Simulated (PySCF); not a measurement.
# CH7FGeN2: the cost of one run

The runs use PySCF 2.14.0, with density-fitted response routines of our own; the level of theory stands in each step. All values are computed, except where a source is named. Atoms are numbered from 0 throughout.

## Step 1: The molecule as given

12 atoms, charge 0, multiplicity 1; geometry from: PBE0-D3(BJ)/def2-SVP.

Bonds of the start (Å): C0–N1 1.45, N1–Ge2 1.80, Ge2–N3 1.81, Ge2–F4 1.75, C0–H5 1.10, C0–H6 1.10, C0–H7 1.11, N1–H8 1.01, Ge2–H9 1.54, N3–H10 1.02, N3–H11 1.02.

## Step 2: Core holes by ΔSCF: SCAN, X2C

Job settings and geometry (Å):

```
{"job": {"kind": "xps"}, "charge": 0, "multiplicity": 1}
C     -1.597956    -0.168429     0.088580
N     -0.679660     0.212443    -0.960388
Ge     1.058800     0.564076    -0.664591
N      1.665946    -0.708507     0.475448
F      1.341825     2.026456     0.257551
H     -1.034133    -0.653615     0.899230
H     -2.342049    -0.897733    -0.275634
H     -2.147707     0.683497     0.530311
H     -1.109864     0.672997    -1.754647
H      1.746335     0.808627    -2.016463
H      2.496322    -0.456283     1.002626
H      1.759508    -1.646628     0.099351
```

Level: delta-SCF UKS SCAN, pcX-2 on the ionised atom, pcseg-1 elsewhere, spin-free X2C.

Run with:

```bash
$ OMP_NUM_THREADS=1 python probes_run.py task.json out
```

This one command runs all jobs of the session in turn.

**Question.** How long does this first job take on 1 thread of Arm Neoverse V1, shared host, and how much memory does it need?

About 26 s, with a peak of 0.5 GiB.
